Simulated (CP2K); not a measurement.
**AlSn in CP2K: convergence with k mesh**

Input of the first run (k mesh 2 × 2 × 2); the others differ in this setting and in those tied to it:

alsn_converge.inp

```
&GLOBAL
  PROJECT alsn_converge
  RUN_TYPE ENERGY_FORCE
  PRINT_LEVEL LOW
&END GLOBAL
&FORCE_EVAL
  METHOD QS
  STRESS_TENSOR ANALYTICAL
  &DFT
    BASIS_SET_FILE_NAME BASIS_MOLOPT_UZH
    POTENTIAL_FILE_NAME POTENTIAL_UZH
    &MGRID
      CUTOFF 675
      REL_CUTOFF 60
      NGRIDS 4
    &END MGRID
    &QS
      METHOD GPW
      EPS_DEFAULT 1.0E-10
    &END QS
    &KPOINTS
      SCHEME MONKHORST-PACK 2 2 2
      GAMMA_CENTERED T
      SYMMETRY T
      SYMMETRY_BACKEND SPGLIB
    &END KPOINTS
    &SCF
      SCF_GUESS ATOMIC
      EPS_SCF 1.0E-6
      MAX_SCF 100
      ADDED_MOS 10
      CHOLESKY OFF
      EPS_EIGVAL 1.0E-7
      &DIAGONALIZATION ON
        ALGORITHM STANDARD
      &END DIAGONALIZATION
      &MIXING ON
        METHOD BROYDEN_MIXING
        ALPHA 0.4
        BETA 1.5
        NBUFFER 8
      &END MIXING
      &SMEAR ON
        METHOD FERMI_DIRAC
        ELECTRONIC_TEMPERATURE [K] 580.226
      &END SMEAR
    &END SCF
    &XC
      &XC_FUNCTIONAL
        &MGGA_X_R2SCAN
        &END MGGA_X_R2SCAN
        &MGGA_C_R2SCAN
        &END MGGA_C_R2SCAN
      &END XC_FUNCTIONAL
    &END XC
    &PRINT
      &KPOINTS ON
      &END KPOINTS
      &MULLIKEN ON
      &END MULLIKEN
      &MO ON
        ENERGIES T
        OCCUPATION_NUMBERS T
        &EACH
          QS_SCF 0
        &END EACH
        ADD_LAST NUMERIC
      &END MO
    &END PRINT
  &END DFT
  &SUBSYS
    &CELL
      A 4.1981056157 0.0000000000 0.0000000000
      B -2.0990528078 3.6356661109 0.0000000000
      C 0.0000000000 0.0000000000 3.3068470000
      PERIODIC XYZ
    &END CELL
    &COORD
      SCALED
      Sn  0.3333333333 0.6666666667 0.5000000000
      Al  0.0000000000 0.0000000000 0.0000000000
    &END COORD
    &KIND Sn
      BASIS_SET DZVP-MOLOPT-SCAN-GTH-q4
      POTENTIAL GTH-SCAN-q4
    &END KIND
    &KIND Al
      BASIS_SET DZVP-MOLOPT-SCAN-GTH-q3
      POTENTIAL GTH-SCAN-q3
    &END KIND
    &PRINT
      &ATOMIC_COORDINATES ON
      &END ATOMIC_COORDINATES
      &CELL ON
      &END CELL
    &END PRINT
  &END SUBSYS
  &PRINT
    &FORCES ON
    &END FORCES
    &STRESS_TENSOR ON
    &END STRESS_TENSOR
  &END PRINT
&END FORCE_EVAL
```

Potentials or basis: POTENTIAL_UZH Sn GTH-SCAN-q4, Al GTH-SCAN-q3; DZVP-MOLOPT-SCAN-GTH basis.

Launch:

```sh
$ OMP_NUM_THREADS=1 cp2k.psmp -i alsn_converge.inp -o alsn_converge.out
```

The cell comes from a database or a generator and needn't be the stable form of this composition.

Hardware: 1 thread of Arm Neoverse N1, on a shared host.

```
    k mesh  energy less the tightest run, at zero smearing (meV/atom)  pressure (GPa)  SCF cycles  CPU time (s)  peak memory (GiB)
 2 × 2 × 2                                                     -54.47           -5.14          14            75               0.34
 3 × 3 × 3                                                      98.77           -2.97          13            71               0.34
 4 × 4 × 4                                                     113.88           -1.54          15            81               0.34
 4 × 4 × 5                                                      38.28           -3.38          13            72               0.34
 5 × 5 × 6                                                      47.20           -3.31          13            74               0.34
 6 × 6 × 7                                                     -11.18           -3.61          15            85               0.34
 7 × 7 × 8                                                       3.99           -3.09          15            89               0.34
9 × 9 × 10                                                       0.00           -3.54          15           100               0.34
```

Not settled before the last step: the energy (to 1 meV/atom), the pressure (to 0.1 GPa). Meshes of other sizes hit other points, so gaps and Fermi surfaces needn't settle smoothly. The tightest run that finished is the yardstick and may itself not be fully converged.

Caveat, for the tightest run too: the basis of atomic orbitals isn't converged, which shifts pressures, moduli and gaps.
